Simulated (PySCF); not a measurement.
**BH₃Br−: geometry, NMR shifts, spin-spin couplings, electronic excitations and core binding energies**

Wanted: the NMR shifts, spin-spin couplings, electronic excitations and core binding energies of BH₃Br− (`[BH3-]Br`), by calculation.

Programs: PySCF 2.14.0, with density-fitted response routines of our own. Each step states its level of theory. These are calculated values for one molecule in the gas phase, unless marked as measured. Atoms count from 0, in the outputs and in this text.

**1. The starting structure**

5 atoms, charge -1, multiplicity 1; geometry from: GFN2-xTB.

Bonds of the start (Å): B0–Br1 2.03, B0–H2 1.21, B0–H3 1.21, B0–H4 1.21.

**2. Optimising the geometry at PBE0-D3(BJ)/def2-SVP**

What the job is given:

```
{"job": {"xc": "PBE0", "basis": "def2-SVP", "d3": "d3bj", "grid": 1, "kind": "geom"}, "charge": -1, "multiplicity": 1}
B     -0.183775    -0.011221    -0.005704
Br     1.838295     0.116886     0.019678
H     -0.553472    -0.186080     1.134569
H     -0.610477     1.031041    -0.451770
H     -0.481950    -0.947773    -0.713958
```

**Question.** This job is followed by: GIAO PBE0/pcSseg-1 NMR shielding, non-relativistic, gas phase; B3LYP/pcJ-1 Br:pcSseg-1 indirect spin-spin coupling, non-relativistic, gas phase; TDDFT CAM-B3LYP/def2-SVPD, vertical, gas phase, core orbitals frozen in the response; GIAO mPW1PW91/pcSseg-2 NMR shielding, non-relativistic, gas phase; delta-SCF UKS SCAN, pcX-2 on the ionised atom, pcseg-1 elsewhere, spin-free X2C. What will the session give for the following? point group; rotational constants (main isotopes); 1H shifts against TMS (PBE0/pcSseg-1, means over atoms taken as alike); 11B shifts against BF3·OEt2 (PBE0/pcSseg-1); 79Br shifts against HBr (PBE0/pcSseg-1); largest coupling of the table (B3LYP/pcSseg-1+pcJ-1); lowest singlet (CAM-B3LYP/def2-SVPD); brightest single state of those computed; lowest triplet; vertical ionisation energy (ΔSCF); B1s binding energies, SCAN/pcX-2; range of the shift of Br1.

**Answer**, as computed:

| quantity | value |
| --- | --- |
| point group | C3v |
| rotational constants (main isotopes) | 119.50, 8.40, 8.40 GHz |
| 1H shifts against TMS (PBE0/pcSseg-1, means over atoms taken as alike) | 2.44 ppm |
| 11B shifts against BF3·OEt2 (PBE0/pcSseg-1) | -21.4 ppm |
| 79Br shifts against HBr (PBE0/pcSseg-1) | -446 ppm |
| largest coupling of the table (B3LYP/pcSseg-1+pcJ-1) | 1J(B,H) B0–H2, 116.5 Hz |
| lowest singlet (CAM-B3LYP/def2-SVPD) | 5.64 eV (220 nm), f = 0.036 |
| brightest single state of those computed | state 8, 6.82 eV, f = 0.119 |
| lowest triplet | 5.49 eV |
| vertical ionisation energy (ΔSCF) | 4.40 eV |
| B1s binding energies, SCAN/pcX-2 | B0 189.12 eV |
| range of the shift of Br1 | -446 to -410 ppm |

In words: The optimisation took 3 steps and gained 0.062 eV; among the close pairs (by a distance rule), B0–Br1 changed most, from 2.026 to 2.127 Å. No frequency check was run at this level, so the end point may be a saddle. At PBE0/pcSseg-1: Shielding is most anisotropic at B0 (span 47 ppm, paramagnetic term -64 ppm). Of the pairs tabulated at B3LYP/pcSseg-1+pcJ-1, B0–H2 (mean over like pairs) couples most strongly (116.5 Hz; Fermi contact 116.0 Hz). The lowest singlet, at 5.64 eV, is HOMO→LUMO+1 0.48, HOMO→LUMO 0.45 and is weak; of the 10 states computed, the strongest absorption comes from state 8 at 6.82 eV. The lowest triplet lies 0.15 eV below the lowest singlet (triplets in Tamm-Dancoff, singlets in full TDDFT). In the gas-phase run even the lowest singlet lies above the computed detachment energy of this anion, so its states are not to be taken as bound. At CAM-B3LYP/def2-SVPD, all states lie near or above the ionisation energy, where they hang on the basis. The orbital energy would give 3.34 eV for ionisation, ΔSCF gives 4.40 eV. Across the 2 runs the shift of Br1 moves most, between -446 (PBE0/pcSseg-1) and -410 ppm (mPW1PW91/pcSseg-2). Spin-orbit coupling is left out, which matters for shieldings and couplings at and beside the heavy atoms.
